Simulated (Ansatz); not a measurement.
# Co in Ansatz: relaxation of the atoms with PBE

Aim: the relaxation of the atoms of Co with PBE.

Everything below comes from runs of Ansatz 0.2.0. Logs are shortened: lines on timing, memory, paths and dates and some standing lists are left out, and cuts for length are marked.

## 1. The sheet as given

The cell holds a sheet with vacuum, 1 atom: a = 2.347 Å, b = 2.347 Å, c = 23.800 Å, α = 90.00°, β = 90.00°, γ = 120.00°.

The cell was built by a generator and needn't be a form met in nature.

## 2. Relaxation of the atoms, PBE, collinear spin, ferromagnetic start

input.yaml

```yaml
crystal:
  lattice:
    - [2.34715, 0.0, 0.0]
    - [-1.17358, 2.03269, 0.0]
    - [0.0, 0.0, 23.8]
  atoms:
    - { symbol: Co, position: [0.0, 0.0, 0.29412], spin: 2.0 }
  periodic: [true, true, false]
kpoints:
  mp_grid: { grid: [13, 13, 1] }
scf:
  occupations: { method: fermi_dirac, width: 0.05 }
hamiltonian:
  xc: pbe
  pseudopotentials: { kind: all_electron, lapw: { basis_error: 0.002 } }
magnetization:
  spin_polarized: true
output:
  forces: true
  stress: true
relax:
  f_tol: 0.02
  max_steps: 60
```

Potentials or basis: all-electron LAPW, scalar-relativistic.

The run is started by

```
> ansatz run input.yaml --threads 2 --pin off --max-ram 8192MiB --backend cpu --events-out ev --progress --plain --runs-dir out
```

Output:

```text
Warning: RAYON_NUM_THREADS=2 ignored (pool sized by the plan → 2); use --threads N
The last accepted step is kept in <dir> (removed where the run ends without a failure and the disk answers)
LAPW: plane waves up to 9.603 Å⁻¹, error target 2.0e-3 eV per atom; small_component_spin mean_spin; Co in spheres of 1.138 Å, 17 of its electrons in bands, Dirac shells [] (how accurate: hamiltonian.pseudopotentials.lapw.basis_error, Limitations)
Engine: ansatz 0.2.0, x86_64-unknown-linux-gnu
Pseudopotentials: kind: all_electron
Pseudopotential: Co, LAPW, valence charge 17, lapw/all_electron/scalar/gaussian/Co, Koelling and Harmon's equation, gaussian nucleus
Functional definition: PBE
  parameter kappa = 0.804
  parameter beta = 0.06672455060314922
  exchange = pbe_x(kappa = kappa, mu = beta*pi^2/3)
  correlation = pbe_c(beta = beta)
Crystal: 1 atoms, lattice volume = 113.550 Å³
Basis set: ecut = 351.3311150272585 eV, 1765 PW (Γ), exchange–correlation at level 2
Bands: 14, of which v1, the nominal top of the filled ones, is band 9 counted from 1 (8 counted from 0)
Symmetry: 24 space group operations
Space group: P6/mmm (ITA 191), of the structure as read, at distance tolerance 4.8e-5 Å
Magnetic group: BNS 191.233 (UNI 1463), of the structure as read, at distance tolerance 4.8e-5 Å
k-points: 21 of 169
Non-local potential: Co, projectors of the file, none
Initial density: superposition of atomic densities (neutral atoms: chi_scale 0, normalization atom)
Starting moments: Σ|m| = 2 μB on 1 of 1 site
Initial wavefunctions: plane waves of lowest kinetic energy (no species holds an atomic orbital)
Functional: x = pbe(κ = 0.804, μ = 0.2195149727645171), c = pbe(β = 0.06672455060314922)
iter 1 solved again at ethr=5.52e-3 eV; its pass at ethr=1.00e-1 eV (dr2=9.38e-1 eV) is discarded
SCF iter   1: F=—  HF=-37916.469851 eV  |F-HF|=—  |Δ(HF+E_count)|=         —  Δρ=1.24e-2 (↑5.40e-3 ↓1.24e-2)  dr2=9.37e-1  dr2_m=2.27e-2  M=1.823 μB ∫|m|=1.853 μB  β_m=0.30  ethr=5.52e-3  ⟨swp⟩=2.7  Hψ=4027  notcnv=0
Mixer restart at iter 1: flushing history
preconditioner: auto → LDOS  [metal: Δε(μ)=0.053 eV  Ē_g=10.185 eV  σ=0.050 eV  W_gap=0.25  n_scr=14 (ndim 8)  ℏωp=10.5 eV  f_vac=0.799  D(μ)=2.01/eV (n_scr^D=12)]
spin=Collinear: LDOS preconditioning applied to the charge; magnetization (m = ρ↑ − ρ↓) channel mixes plain (no charge-response kernel on spin).
SCF iter   2: F=—  HF=-37916.323690 eV  |F-HF|=—  |Δ(HF+E_count)|=   1.46e-1  Δρ=9.02e-3 (↑4.31e-3 ↓9.02e-3)  dr2=5.50e-1  dr2_m=1.32e-2  M=1.788 μB ∫|m|=1.847 μB  β_m=0.65  ethr=5.51e-3  ⟨swp⟩=2.0  Hψ=1722  notcnv=0
iter 3 solved again at ethr=4.67e-5 eV; its pass at ethr=3.24e-3 eV (dr2=7.93e-3 eV) is discarded
SCF iter   3: F=—  HF=-37916.163997 eV  |F-HF|=—  |Δ(HF+E_count)|=   1.60e-1  Δρ=1.55e-3 (↑1.55e-3 ↓1.40e-3)  dr2=7.76e-3  dr2_m=3.41e-4  M=1.715 μB ∫|m|=1.891 μB  β_m=0.77  ethr=4.67e-5  ⟨swp⟩=3.1  Hψ=3281  notcnv=0  defer=8
SCF iter   4: F=—  HF=-37916.173111 eV  |F-HF|=—  |Δ(HF+E_count)|=         —  Δρ=7.56e-4 (↑7.56e-4 ↓4.57e-4)  dr2=1.13e-3  dr2_m=2.43e-4  M=1.722 μB ∫|m|=1.926 μB  β_m=0.77  ethr=4.56e-5  ⟨swp⟩=3.1  Hψ=1791  notcnv=0  defer=1
the basis was enlarged: its passes take 134.0 KiB over the memory plan, 2 of 2 planned eigensolver slots
SCF iter   5: F=—  HF=-37916.174106 eV  |F-HF|=—  |Δ(HF+E_count)|=   9.94e-4  Δρ=3.66e-4 (↑3.66e-4 ↓2.80e-4)  dr2=1.96e-4  dr2_m=6.84e-5  M=1.722 μB ∫|m|=1.935 μB  β_m=0.88  ethr=6.66e-6  ⟨swp⟩=2.6  Hψ=1673  notcnv=0
SCF iter   6: F=—  HF=-37916.174857 eV  |F-HF|=—  |Δ(HF+E_count)|=   7.51e-4  Δρ=8.95e-5 (↑4.29e-5 ↓8.95e-5)  dr2=5.77e-6  dr2_m=2.32e-6  M=1.722 μB ∫|m|=1.944 μB  β_m=0.72  ethr=1.15e-6  ⟨swp⟩=3.0  Hψ=1760  notcnv=0
SCF iter   7: F=—  HF=-37916.174659 eV  |F-HF|=—  |Δ(HF+E_count)|=   1.98e-4  Δρ=4.74e-5 (↑2.41e-5 ↓4.74e-5)  dr2=3.36e-6  dr2_m=6.88e-7  M=1.722 μB ∫|m|=1.945 μB  β_m=0.86  ethr=3.39e-8  ⟨swp⟩=3.0  Hψ=1818  notcnv=0
SCF iter   8: F=—  HF=-37916.174682 eV  |F-HF|=—  |Δ(HF+E_count)|=   2.27e-5  Δρ=7.42e-6 (↑2.85e-6 ↓7.42e-6)  dr2=2.54e-7  dr2_m=1.16e-8  M=1.722 μB ∫|m|=1.946 μB  β_m=0.85  ethr=1.97e-8  ⟨swp⟩=3.0  Hψ=1739  notcnv=0
SCF iter   9: F=—  HF=-37916.174682 eV  |F-HF|=—  |Δ(HF+E_count)|=   2.23e-8  Δρ=1.57e-6 (↑1.57e-6 ↓1.39e-6)  dr2=2.23e-8  dr2_m=9.11e-10  M=1.722 μB ∫|m|=1.946 μB  β_m=0.93  ethr=1.49e-9  ⟨swp⟩=3.0  Hψ=1642  notcnv=0
SCF iter  10: F=-37916.174682 eV  HF=-37916.174682 eV  |F-HF|=4.42e-8  |Δ(HF+E_count)|=   2.19e-8  Δρ=6.44e-7 (↑5.70e-7 ↓6.44e-7)  dr2=1.08e-8  dr2_m=1.12e-10  M=1.722 μB ∫|m|=1.946 μB  ethr=1.31e-10  ⟨swp⟩=2.2  Hψ=1528  notcnv=0
SCF 1 converged in 10 iterations: F = -37916.174682 eV  dr2 = 1.08e-8
relax step   1: F+E_penalty+E_count = -37916.17468162 eV  Δ(F+E_penalty+E_count) = +0.000e0 eV  max|allowed force component| = 0.000e0 eV/Å  Δτ_max = 0.0000 Å  (10 SCF iters, accepted)
SCF converged after 10 iterations
Magnetization: 1.7217 μB (9.3609 up, 7.6391 down)
Absolute magnetization: 1.9455 μB (∫|ρ↑−ρ↓|)
Spin contamination: 0.0562 ħ² per cell (⟨S²⟩ above its minimum at these occupations)
Per-site moments (μB) at R_I (Å): [(1.8154565587417526, 1.1383673055981465)]
Free energy (F): -37916.174682 eV
Harris-Foulkes:  -37916.174682 eV  (|F-HF|=4.42e-8)
Internal energy: -37916.160611 eV  (E = F + TS)
E sigma→0 (E₀):  -37916.167646 eV
Entropy (-TS):   -0.014071 eV (-14.071 meV/atom)
Fermi energy:    -5.190943 eV
--- Per-component energies (eV) ---
  E_band       = -647.979404
  E_kinetic    = 38480.382894
  E_xc         = -1623.343687
  E_electrostatic = -74773.199817  (all electrons and nuclei)
  E_smearing   = -0.014071  (= −TS)
  E_closure    = 0.000000  (closes the sum)
  E_atoms      = -37909.289263  (free atoms, spherical and without spin; not in F)
  Σ components = -37916.174682   (vs F -37916.174682, Δ=0.00e0)
  Basis errors (estimates in eV, not in F): energy 9.0e-4 per atom: plane waves 8.3e-4 (5.2e-4 summed), levels above the bands 2.1e-53, relativity 5.4e-8, radial functions 7.2e-5, core shells 1.7e-8; eigenvalues (radial functions only) 8.3e-7; not estimated: angular momenta, meshes, grids; target (lapw.basis_error) 2.0e-3; muffin-tin radii Co 1.138 Å
--- Forces (eV/Å), atoms counted from 1 ---
  atom   1  Co    -0.00000000     0.00000000     0.00000000
  max |Σ_I F_I| component: 8.22e-33 eV/Å
--- 2D stress c σ (N/m, compression-positive) ---
       -0.332271       0.000000       0.000000
        0.000000      -0.332271       0.000000
        0.000000       0.000000       0.000000
  P = ½ c Tr σ = -0.3323 N/m
--- Relaxed structure (1 steps of the walk, 1 accepted, 0 SCFs on fresh bases) ---
  F+E_penalty+E_count = -37916.17468162 eV   max|allowed force component| = 0.000e0 eV/Å
  cell:  # Å, volume = 113.5505 Å³
    - [2.3471491186810014, 2.8867513459006324e-6, 0.0]
    - [-1.1735770593405006, 2.0326893198723304, 0.0]
    - [0.0, 0.0, 23.8]
  atoms:
    - { symbol: Co, position: [0.0, 0.0, 0.29412] }
```

It took 42 s on 2 threads of AMD EPYC, shared host; peak memory 0.57 GiB.

Results:

```yaml
Free_energy: -37916.1747 eV
Net_moment: 1.72 μB per cell
Absolute_moment: 1.95 μB per cell
Site_moments: Co +1.82 μB
Work_function: 5.19 eV
```

Final structure:
```
Co
1.0
     2.34715    0.00000    0.00000
    -1.17358    2.03269    0.00000
     0.00000    0.00000   23.80000
Co
1
Direct
  0.00000 0.00000 0.29412
```

Caveat: the relaxation stopped at its first step, so nothing moved.
